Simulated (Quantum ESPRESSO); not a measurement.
The system is AlBN.

```
Al B N
1.0
     2.64562    0.00000    0.00000
     0.00000    2.64562    0.00000
     0.00000    0.00000    5.40264
Al B N
1 1 1
Direct
  0.50000 0.50000 0.00000
  0.50000 0.50000 0.50000
  0.00000 0.00000 0.00000
```

The cell was built by a generator and needn't be a form met in nature.

- Program: Quantum ESPRESSO 7.5
- Task: phonons
- Functional: PBEsol
- Potentials or basis: GBRV 1.5 PBEsol
- Cutoff: 612 eV
- Density cutoff: 4898 eV
- k mesh: 8 × 8 × 4, shifted
- Occupations: fermi-dirac, width 0.05 eV
- Spin: no spin polarisation
- Target pressure: 8 GPa
- Mixing beta: 0.5
- Most SCF iterations: 120
- SCF threshold: 6e-10 Ry

The cell and the atoms were relaxed first at 8 GPa, to 10.71 Å³/atom (a = 2.661 Å, b = 2.661 Å, c = 4.537 Å, α = 90.00°, β = 90.00°, γ = 90.00°), and the response was taken there.

**Question.** Which optical modes does the crystal have at the zone centre, and which show in infrared and Raman spectra?

**Answer.** The optical modes are 2Eu + 2A2u. Infrared active: 2Eu + 2A2u. None is Raman active.

Optical modes at Γ, degenerate ones joined:
```csv
cm⁻¹,components,symmetry,active in
163i,2,Eu,IR
189,1,A2u,IR
552,1,A2u,IR
761,2,Eu,IR
```

Caveat: the mesh is thin for the phonons of a metal; some modes are imaginary; the volume moved by over 15 % at a fixed basis, so the end points are rough; the cell is more than 3 GPa from zero pressure, which shifts response properties; the layers were relaxed without a dispersion term, so their spacing and the soft interlayer modes are unreliable.
